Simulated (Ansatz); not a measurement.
## YMg3 and its elements: a formation energy from the elements, step by step

Program: the Ansatz DFT code, driven from Python.

`ymg3_ymg3.cif`
```cif
data_YMg3
_cell_length_a 5.161572
_cell_length_b 5.161572
_cell_length_c 5.161572
_cell_angle_alpha 60.00000
_cell_angle_beta 60.00000
_cell_angle_gamma 60.00000
_symmetry_space_group_name_H-M 'P 1'
_symmetry_Int_Tables_number 1
loop_
_symmetry_equiv_pos_as_xyz
'x, y, z'
loop_
_atom_site_label
_atom_site_type_symbol
_atom_site_fract_x
_atom_site_fract_y
_atom_site_fract_z
Y1 Y    0.000000    0.000000    0.000000
Mg2 Mg    0.250000    0.250000    0.250000
Mg3 Mg    0.500000    0.500000    0.500000
Mg4 Mg    0.750000    0.750000    0.750000
```

Input file `ymg3_y.cif`:
```cif
data_Y
_cell_length_a 3.647400
_cell_length_b 3.647400
_cell_length_c 5.730600
_cell_angle_alpha 90.00000
_cell_angle_beta 90.00000
_cell_angle_gamma 120.00000
_symmetry_space_group_name_H-M 'P 1'
_symmetry_Int_Tables_number 1
loop_
_symmetry_equiv_pos_as_xyz
'x, y, z'
loop_
_atom_site_label
_atom_site_type_symbol
_atom_site_fract_x
_atom_site_fract_y
_atom_site_fract_z
Y1 Y    0.333333    0.666667    0.250000
Y2 Y    0.666667    0.333333    0.750000
```

Contents of `ymg3_mg.cif`:
```cif
data_Mg
_cell_length_a 3.209300
_cell_length_b 3.209300
_cell_length_c 5.210300
_cell_angle_alpha 90.00000
_cell_angle_beta 90.00000
_cell_angle_gamma 120.00000
_symmetry_space_group_name_H-M 'P 1'
_symmetry_Int_Tables_number 1
loop_
_symmetry_equiv_pos_as_xyz
'x, y, z'
loop_
_atom_site_label
_atom_site_type_symbol
_atom_site_fract_x
_atom_site_fract_y
_atom_site_fract_z
Mg1 Mg    0.333333    0.666667    0.250000
Mg2 Mg    0.666667    0.333333    0.750000
```

Notebook, run cell by cell (the value of a cell's last expression is shown):

In [1]:
```python
from collections import Counter
import warnings

import ansatz as az
from ase.io import read
import numpy as np
```

In [2]:
```python
def run_phase(name, crystal):
    calc = (
        crystal.calculation()
        .basis(35 * az.Ry)
        .functional("LDA")
        .accuracy("medium")
        .kpoints(spacing=0.39)
        .occupations("fermi_dirac", width=0.05)
        .stress()
    )
    calc = calc.relax(force_tolerance=0.03, max_steps=60, fix_cell=["shape"])
    return calc.run()
```

In [3]:
```python
def counts(outcome):
    return Counter(site.symbol for site in outcome.lattice.sites)
```

In [4]:
```python
def formation_energy(outcome, mu):
    n = counts(outcome)
    return (outcome.report["energy_sigma0_ev"] - sum(k * mu[element] for element, k in n.items())) / sum(n.values())
```

In [5]:
```python
def volume_per_atom(outcome):
    return abs(np.linalg.det(outcome.lattice.cell_ang)) / len(outcome.lattice.sites)
```

In [6]:
```python
warnings.simplefilter("ignore")
```

In [7]:
```python
phases = {}
atoms = read("ymg3_ymg3.cif")
ymg3 = az.Crystal.from_ase(atoms)
phases["YMg3"] = ymg3
atoms = read("ymg3_y.cif")
y = az.Crystal.from_ase(atoms)
phases["Y"] = y
atoms = read("ymg3_mg.cif")
mg = az.Crystal.from_ase(atoms)
phases["Mg"] = mg
```

In [8]:
```python
done = {}
for name, crystal in phases.items():
    done[name] = run_phase(name, crystal)
    print(f"{name}: {done[name].report['energy_sigma0_ev']:.4f} eV, {len(done[name].lattice.sites)} atoms")
```
```text
YMg3: -9450.8165 eV, 4 atoms
Y: -7491.1525 eV, 2 atoms
Mg: -3803.1388 eV, 2 atoms
```

In [9]:
```python
# energy of one atom in its reference phase
references = {"Y": "Y", "Mg": "Mg"}
mu = {element: done[name].report["energy_sigma0_ev"] / len(done[name].lattice.sites) for element, name in references.items()}
```

In [10]:
```python
target = done["YMg3"]
heat = formation_energy(target, mu)
n = counts(target)
print("cell content:", dict(n), " volume", round(volume_per_atom(target), 3), "A^3/atom")
print("formation energy", round(heat, 4), "eV/atom,", round(heat * sum(n.values()), 4), "eV per cell")
print("bound against the elements" if heat < 0 else "unbound against the elements")
```
```text
cell content: {<Element.Y: 'Y'>: 1, <Element.MG: 'Mg'>: 3}  volume 22.909 A^3/atom
formation energy -0.133 eV/atom, -0.5321 eV per cell
bound against the elements
```

What to keep in mind:
- These settings explore the input space; cutoff and mesh may be short of convergence.
- For the metals among these phases the mesh is modest: differences between phases can be off by up to 40 meV an atom.
- Atoms and volume are relaxed with the cell's shape held, which in cells of lower than cubic symmetry can hide stresses and shift volumes.
- The cells come from databases of deposited and of computed structures, and not all need be stable phases.
- The compound is the structure given, not necessarily its lowest; energies are at zero temperature, with no correction for gases. A semilocal functional's error on such energies is often 0.05 to 0.1 eV an atom, and 0.1 to 0.3 eV against gases such as O2 or F2.
- Hardware and time: 12 s on 1 thread of Arm Neoverse V1 (shared host), peak memory 0.44 GiB.
